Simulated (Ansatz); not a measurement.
**CH₆AlNS: small, medium and large basis sets**

One table from this session's results is given with a row withheld; the runs are named, their logs left out.

Method: one geometry, several basis sets; program: Ansatz 0.2.0, Gaussian basis.

The runs, in order: PBE0-D4/def2-SVP; ωB97M-V/def2-SVP; PBE0-D4/def2-QZVPP; ωB97M-V/def2-QZVPP; the functionals' def2-TZVPP values are taken from earlier runs.

### The relaxed structure

An earlier PBE0-D4 in a triple-zeta def2 set relaxation fixed the geometry.

SMILES `C[NH][AlH][SH]`, 10 atoms, charge 0, spin multiplicity 1.

Atoms are counted from 1 here; the program's logs count them from 0.

Bond lengths: C1–N2 1.445 Å, C1–H5 1.096 Å, C1–H6 1.096 Å, C1–H7 1.092 Å, N2–Al3 1.766 Å, N2–H8 1.010 Å, Al3–S4 2.189 Å, Al3–H9 1.576 Å, S4–H10 1.344 Å. Angles: N2–C1–H5 112.4°, N2–C1–H6 112.3°, N2–C1–H7 110.2°, H5–C1–H6 107.8°, H5–C1–H7 106.9°, H6–C1–H7 106.9°, C1–N2–Al3 131.3°, C1–N2–H8 111.7°, Al3–N2–H8 117.0°, N2–Al3–S4 121.3°, N2–Al3–H9 119.4°, S4–Al3–H9 119.3°, Al3–S4–H10 94.3°.

Geometry (Å):

```xyz
10

C    -0.9070    1.0389    0.0874
N     0.2472    0.4196    0.6985
Al    1.1810   -1.0079    0.2430
S     0.6679   -2.1827   -1.5314
H    -0.7046    2.0643   -0.2438
H    -1.7698    1.0696    0.7630
H    -1.2154    0.4744   -0.7955
H     0.5444    0.9171    1.5257
H     2.4075   -1.4458    1.1304
H    -0.3681   -1.3984   -1.8743
```

Set-up of the first run:

Contents of in.yaml:

```yaml
crystal:
  periodic: [false, false, false]
  atoms:
    - {symbol: C, position_ang: [-0.906994, 1.038946, 0.087443]}
    - {symbol: N, position_ang: [0.247205, 0.419574, 0.698496]}
    - {symbol: Al, position_ang: [1.180954, -1.007911, 0.243002]}
    - {symbol: S, position_ang: [0.667949, -2.182696, -1.531416]}
    - {symbol: H, position_ang: [-0.704613, 2.064253, -0.243822]}
    - {symbol: H, position_ang: [-1.769770, 1.069575, 0.763023]}
    - {symbol: H, position_ang: [-1.215387, 0.474352, -0.795523]}
    - {symbol: H, position_ang: [0.544365, 0.917131, 1.525685]}
    - {symbol: H, position_ang: [2.407520, -1.445776, 1.130415]}
    - {symbol: H, position_ang: [-0.368128, -1.398449, -1.874302]}
basis:
  gaussian: {orbitals: def2-SVP}
hamiltonian: {xc: pbe0, dispersion: d4}
output: {orbitals: {seedname: orbitals}}
```

Command:

```bash
ansatz run in.yaml --threads 2 --pin off --events-out ev --progress --plain --max-ram 4352MiB
```

Steps of the session up to this table: PBE0-D4 in def2-SVP; ωB97M-V in def2-SVP; PBE0-D4 in def2-QZVPP; ωB97M-V in def2-QZVPP.

One of the session's tables, all rows but one given; the rest of the session is left out.

It belongs to the step «Functionals by basis». 

| functional | basis | HOMO (eV) | LUMO (eV) |
| --- | --- | --- | --- |
| PBE0-D4 | def2-SVP | ? | ? |
| PBE0-D4 | def2-TZVPP | -6.92 | -0.32 |
| PBE0-D4 | def2-QZVPP | -6.95 | -0.42 |
| ωB97M-V | def2-SVP | -9.03 | 1.61 |
| ωB97M-V | def2-TZVPP | -9.20 | 1.29 |
| ωB97M-V | def2-QZVPP | -9.24 | 0.92 |

Q: Estimate the row for PBE0-D4, def2-SVP from the others.

The run gave: HOMO (eV): -6.79; LUMO (eV): -0.11. In the column «HOMO (eV)» it is the highest.
